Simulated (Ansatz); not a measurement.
This session for a comparison of norm-conserving and PAW potentials of HfBRh3, space group Pm-3m with the Python package of Ansatz (0.2.0) holds a mistake.

The cells in order, each with its output:

In [1]:
```python
import ansatz as az
import numpy as np
```

In [2]:
```python
def count_gap(report):
    # lowest empty less highest filled band, counting bands; zero where they overlap
    return max(report.get("gap_by_band_count_ev") or 0.0, 0.0)
```

In [3]:
```python
xtal = (
    az.Lattice.of((4.095263, 0.0, 0.0), (0.0, 4.095263, 0.0), (0.0, 0.0, 4.095263))
    .atom("Hf", (0.0, 0.0, 0.0))
    .atom("B", (0.5, 0.5, 0.5))
    .atom("Rh", (0.0, 0.5, 0.5))
    .atom("Rh", (0.5, 0.5, 0.0))
    .atom("Rh", (0.5, 0.0, 0.5))
)

len(xtal.resolved().sites)
```
Out [3]:
```text
5
```

In [4]:
```python
setup = xtal.calculation()
setup = setup.functional("PBEsol")
setup = setup.kpoints(1, 1, 1)
setup = setup.occupations("fermi_dirac", width=0.15)
setup = setup.scf(tolerance=1e-08, max_iterations=75)
setup = setup.stress()
setup = setup.forces()
setup = setup.band_table()
variants = {
    "PAW": setup.pseudopotentials("paw"),
    "norm-conserving": setup.pseudopotentials("nc"),
}
# totals differ by the cores that each treatment holds, so compare what does not depend on them
rows = []
for label, variant in variants.items():
    summary = variant.run().report
    levels = np.array(summary["eigenvalues_ev"][0]) - summary["fermi_energy_ev"]
    print(label, "levels at the first k-point near E_F:", np.round(levels[np.abs(levels) < 5], 3))
    rows.append((label, summary["n_electrons"], np.trace(summary["stress_gpa"]) / 3, count_gap(summary)))
print("     treatment  electrons in bands           P GPa  gap by band count eV")
for row in rows:
    print(f"{str(row[0]):>14s}  {row[1]:18.1f}  {row[2]:14.3f}  {row[3]:20.3f}")
```
```text
DeckWarning: basis.ecutwfc = 420 eV, auto-derived from the records' recommended cutoffs: set by Hf (normal level)
DeckWarning: output.stress: scf.convergence.dr2_threshold = 1e-8 eV is looser than the 5e-10 eV advised for a printed stress (1e-10 eV for each atom of the cell: 5). What an SCF threshold leaves in a stress goes as its square root, and in the free energy as the threshold itself, and one threshold admits the most on a [...]
PAW levels at the first k-point near E_F: [-2.675 -2.675 -2.675 -1.542 -1.542 -0.4   -0.305 -0.305 -0.305  0.018
  0.018  0.018  2.488  2.488  4.17   4.17   4.17 ]
DeckWarning: basis.ecutwfc = 1197.300995 eV, auto-derived from the records' recommended cutoffs: set by Rh (normal level)
norm-conserving levels at the first k-point near E_F: [-2.673 -2.673 -2.673 -1.536 -1.536 -0.4   -0.307 -0.307 -0.307  0.018
  0.018  0.018  2.495  2.495  4.175  4.175  4.175]
     treatment  electrons in bands           P GPa  gap by band count eV
           PAW                80.0          12.681                 0.000
norm-conserving                66.0          13.019                 0.000
```

No error stopped it. What is wrong with the input all the same?

The fault: a single k-point is too coarse for this small cell. Mended:

```diff
--- before
+++ after
@@
 setup = setup.functional("PBEsol")
-setup = setup.kpoints(1, 1, 1)
+setup = setup.kpoints(6)
 setup = setup.occupations("fermi_dirac", width=0.15)
```

The cells in order, each with its output:

(earlier cells as before)

**Cell 4**
```python
setup = xtal.calculation()
setup = setup.functional("PBEsol")
setup = setup.kpoints(6)
setup = setup.occupations("fermi_dirac", width=0.15)
setup = setup.scf(tolerance=1e-08, max_iterations=75)
setup = setup.stress()
setup = setup.forces()
setup = setup.band_table()
variants = {
    "PAW": setup.pseudopotentials("paw"),
    "norm-conserving": setup.pseudopotentials("nc"),
}
# totals differ by the cores that each treatment holds, so compare what does not depend on them
rows = []
for label, variant in variants.items():
    summary = variant.run().report
    levels = np.array(summary["eigenvalues_ev"][0]) - summary["fermi_energy_ev"]
    print(label, "levels at the first k-point near E_F:", np.round(levels[np.abs(levels) < 5], 3))
    rows.append((label, summary["n_electrons"], np.trace(summary["stress_gpa"]) / 3, count_gap(summary)))
print("     treatment  electrons in bands           P GPa  gap by band count eV")
for row in rows:
    print(f"{str(row[0]):>14s}  {row[1]:18.1f}  {row[2]:14.3f}  {row[3]:20.3f}")
```
Output:
```text
DeckWarning: basis.ecutwfc = 420 eV, auto-derived from the records' recommended cutoffs: set by Hf (normal level)
DeckWarning: output.stress: scf.convergence.dr2_threshold = 1e-8 eV is looser than the 5e-10 eV advised for a printed stress (1e-10 eV for each atom of the cell: 5). What an SCF threshold leaves in a [...]
PAW levels at the first k-point near E_F: [-2.774 -2.774 -2.774 -2.008 -2.008 -1.566 -1.566 -1.566 -0.316 -0.285
 -0.285 -0.285  2.388  2.388  4.106  4.106  4.106]
DeckWarning: basis.ecutwfc = 1197.300995 eV, auto-derived from the records' recommended cutoffs: set by Rh (normal level)
norm-conserving levels at the first k-point near E_F: [-2.771 -2.771 -2.771 -2.007 -2.007 -1.57  -1.57  -1.57  -0.312 -0.286
 -0.286 -0.286  2.393  2.393  4.11   4.11   4.11 ]
     treatment  electrons in bands           P GPa  gap by band count eV
           PAW                80.0          -2.831                 0.000
norm-conserving                66.0          -2.609                 0.000
```

Reading the output:
- The computed bands are complete only to about 4.2 eV above the Fermi level.
- For a metal this k-point mesh is coarse: on a finer one energies can move by several to tens of meV an atom and pressures by half a GPa or more, differences at one mesh by less.
- A gap by band count of zero or less means overlapping bands, a metal.
- This cell is a computed structure, which may not be the phase found in nature.
- Gaps and levels are Kohn-Sham values on a finite set of k-points, without spin-orbit coupling.
- Warnings are shown shortened and without file and line.
- Stress is positive in compression.
- Run time: 19 s on 1 thread of Arm Neoverse V1, on a shared host, peak memory 0.56 GiB.

(A comment or docstring line of the script was reworded after the run, the code is as it ran; lines on the test bed's own set-up are left out of the output.)
